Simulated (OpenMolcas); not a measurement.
**Br⁴⁺: RASSCF and RASPT2 terms and fine-structure levels**

Wanted: the level scheme of Br⁴⁺ from active-space wave functions, then second-order correlation under several settings.

Program: OpenMolcas 26.06. Level of theory: state-averaged RASSCF and RASPT2, spin-orbit coupling by RASSI with atomic mean-field integrals. These are calculated values, not measurements, unless marked.

**1. The system**

| Property | Result |
| --- | --- |
| Species | Br⁴⁺ (bromine, Z = 35, 31 electrons) |
| Basis | ANO-RCC [9s8p6d4f2g], 109 functions |
| Scalar Hamiltonian | DKH2, point nucleus |
| Inactive shells | 1s 2s 2p 3s 3p 3d |
| Active space | 3 electrons in 9 orbitals (RAS2 4s 4p; RAS3 4d, at most 2 electrons) |
| Some configurations of this space | 4p³, 4s 4p², 4s² 4p |
| Orbitals | optimised for each spin and parity, averaged over the low roots |

The outer shells:

4p3
```
4p [↑ ][↑ ][↑ ]
```

4s 4p2
```
4s [↑ ]
4p [↑ ][↑ ][  ]
```

4s2 4p
```
4s [↑↓]
4p [↑ ][  ][  ]
```

Each step is its own input file, run in one work folder so that later steps find the files of earlier ones. Labels, J, g values, rates, χT and fits are worked out afterwards by a script from the matrices that RASSI stores.

**2. One- and two-electron integrals**

Contents of a.inp:

```
&GATEWAY
Coord
1

Br 0.0 0.0 0.0
Basis=ANO-RCC
Group=XYZ
NoMove
AngMom=0.0 0.0 0.0
AMFI
&SEWARD
```

The run is started by

```sh
$ OMP_NUM_THREADS=1 MOLCAS_MEM=2252 MOLCAS_PROJECT=a pymolcas a.inp > a.log
```

**3. Start orbitals from a smaller active space**

Contents of a.inp:

```
&RASSCF
FileOrb=start.orb
Symmetry=2
Spin=4
nActEl=3 0 0
Inactive=8 6
Ras2=1 3
CIRoot=1 1 1
SDav=1
CIMx=300
Iter=120 100
PrWF=0.3
OrbListing=Nothing
MaxOrb=0
Atom
>>> COPY $Project.JobIph JOBPRE
```

**4. Reference wave functions, quartets of odd parity, 1 root**

Contents of a.inp:

```
&RASSCF
FileOrb=start.orb
Symmetry=2
Spin=4
nActEl=3 0 2
Inactive=8 6
Ras2=1 3
Ras3=5 0
CIRoot=1 1 1
SDav=46
CIMx=300
Iter=120 100
PrWF=0.3
OrbListing=Nothing
MaxOrb=0
Thrs=2.0e-7 1.0e-1 5.0e-4
Atom
>>> COPY $Project.JobIph JOB001
```

**5. RASSCF: doublets of odd parity, 11 roots**

Contents of a.inp:

```
&RASSCF
FileOrb=start.orb
Symmetry=2
Spin=2
nActEl=3 0 2
Inactive=8 6
Ras2=1 3
Ras3=5 0
CIRoot=11 11 1
SDav=116
CIMx=300
Iter=120 100
PrWF=0.3
OrbListing=Nothing
MaxOrb=0
Thrs=2.0e-7 1.0e-1 5.0e-4
Atom
>>> COPY $Project.JobIph JOB002
```

**6. Reference wave functions, quartets of even parity, 3 roots**

Contents of a.inp:

```
&RASSCF
FileOrb=start.orb
Symmetry=1
Spin=4
nActEl=3 0 2
Inactive=8 6
Ras2=1 3
Ras3=5 0
CIRoot=3 3 1
SDav=28
CIMx=300
Iter=120 100
PrWF=0.3
OrbListing=Nothing
MaxOrb=0
Thrs=2.0e-7 1.0e-1 5.0e-4
Atom
>>> COPY $Project.JobIph JOB003
```

**7. Reference wave functions, doublets of even parity, 9 roots**

Contents of a.inp:

```
&RASSCF
FileOrb=start.orb
Symmetry=1
Spin=2
nActEl=3 0 2
Inactive=8 6
Ras2=1 3
Ras3=5 0
CIRoot=9 9 1
SDav=84
CIMx=300
Iter=120 100
PrWF=0.3
OrbListing=Nothing
MaxOrb=0
Thrs=2.0e-7 1.0e-1 5.0e-4
Atom
>>> COPY $Project.JobIph JOB004
```

**8. RASSI: spin-orbit coupling between the states**

Contents of a.inp:

```
&RASSI
NrOfJobIphs=4 1 11 3 9
1
1 2 3 4 5 6 7 8 9 10 11
1 2 3
1 2 3 4 5 6 7 8 9
IphNames
JOB001
JOB002
JOB003
JOB004
EJob
SpinOrbit
DIPRint=1.0
SOCoupling=1000.0
Subsets=2
MEES
Property=10
'ANGMOM' 1 'ANGMOM' 2 'ANGMOM' 3 'MLTPL  1' 1 'MLTPL  1' 2 'MLTPL  1' 3
'AMFI' 1 'AMFI' 2 'AMFI' 3 'MLTPL  2' 6
SOProperty=3
'ANGMOM' 1 'ANGMOM' 2 'ANGMOM' 3
```

**9. CASPT2: IPEA 0.25, imaginary shift 0.1 (closed shells correlated: 3d)**

Contents of a.inp:

```
>>> COPY JOB001 $Project.JobIph
&CASPT2
Multistate=1 1
Frozen=3 6
IPEA=0.25
Imaginary=0.1
MaxIter=60
WThr=0.0 0.3 0.05
PrWF=0.5
NoMix
>>> COPY JOB002 $Project.JobIph
&CASPT2
Multistate=11 1 2 3 4 5 6 7 8 9 10 11
Frozen=3 6
IPEA=0.25
Imaginary=0.1
MaxIter=60
WThr=0.0 0.3 0.05
PrWF=0.5
NoMix
>>> COPY JOB003 $Project.JobIph
&CASPT2
Multistate=3 1 2 3
Frozen=3 6
IPEA=0.25
Imaginary=0.1
MaxIter=60
WThr=0.0 0.3 0.05
PrWF=0.5
NoMix
>>> COPY JOB004 $Project.JobIph
&CASPT2
Multistate=9 1 2 3 4 5 6 7 8 9
Frozen=3 6
IPEA=0.25
Imaginary=0.1
MaxIter=60
WThr=0.0 0.3 0.05
PrWF=0.5
NoMix
```

**10. CASPT2: IPEA 0.25, imaginary shift 0.1 (closed shells correlated: 3s 3p 3d)**

a.inp, as its differences from that of step 9:

```diff
@@ -3,3 +3,3 @@
 Multistate=1 1
-Frozen=3 6
+Frozen=2 3
 IPEA=0.25
@@ -13,3 +13,3 @@
 Multistate=11 1 2 3 4 5 6 7 8 9 10 11
-Frozen=3 6
+Frozen=2 3
 IPEA=0.25
@@ -23,3 +23,3 @@
 Multistate=3 1 2 3
-Frozen=3 6
+Frozen=2 3
 IPEA=0.25
@@ -33,3 +33,3 @@
 Multistate=9 1 2 3 4 5 6 7 8 9
-Frozen=3 6
+Frozen=2 3
 IPEA=0.25
```

(Steps that only read results are left out.)

**Question.** What will these runs give? Wanted: lowest level; first excited level; lowest level of another term; spin-orbit lowering of the lowest level; strongest of the lines computed, by gA, at RASSCF energies.

The runs gave:

```
                                                  quantity                                                                     value
                                                    method  SS-RASPT2, IPEA 0.25, imaginary shift 0.1 (closed shells correlated: 3d)
                                              lowest level                             4s² 4p ²P°_1/2, 100 % of that term, g = 0.666
                               ground level listed by NIST                                                                    2P°1/2
                                       first excited level                                               4s² 4p ²P°_3/2 at 5430 cm⁻¹
                              lowest level of another term                                               4s 4p² ⁴P_1/2 at 91520 cm⁻¹
                   spin-orbit lowering of the lowest level                                                                 3620 cm⁻¹
strongest of the lines computed, by gA, at RASSCF energies                4s 4p² ²P_3/2 → 4s² 4p ²P°_3/2, 62.75 nm, A = 1.32e+10 s⁻¹
```

Cost and accuracy by method:

| method | time of its own steps | time with the reference | mean absolute difference from the measured levels (cm-1) |
| --- | --- | --- | --- |
| A. RASSCF | 55 s | 55 s | 2400 |
| B. SS-RASPT2, IPEA 0.25, imaginary shift 0.1, +3d | 50 s | 1.8 min | 860 |
| C. SS-RASPT2, IPEA 0.25, imaginary shift 0.1, +3s 3p 3d | 71 s | 2.1 min | 780 |

Times are of one thread on a shared host.

What this shows: The multiplet ²P° is regular. Second-order correlation (method B) scales the levels of the lowest configuration above 5000 cm⁻¹ by 1.00. Method C lies closest to the measured levels (780 cm⁻¹ on average) and A farthest (2400). Only the configurations of the active space and the roots asked for are present. Not all states of the active space went into the spin-orbit step. CASPT2 does not keep the components of a term degenerate, and the means are used. The levels of the extra active shells were not computed. Only valence configurations of the active space appear, up to the ionisation limit; * or ° marks odd parity.
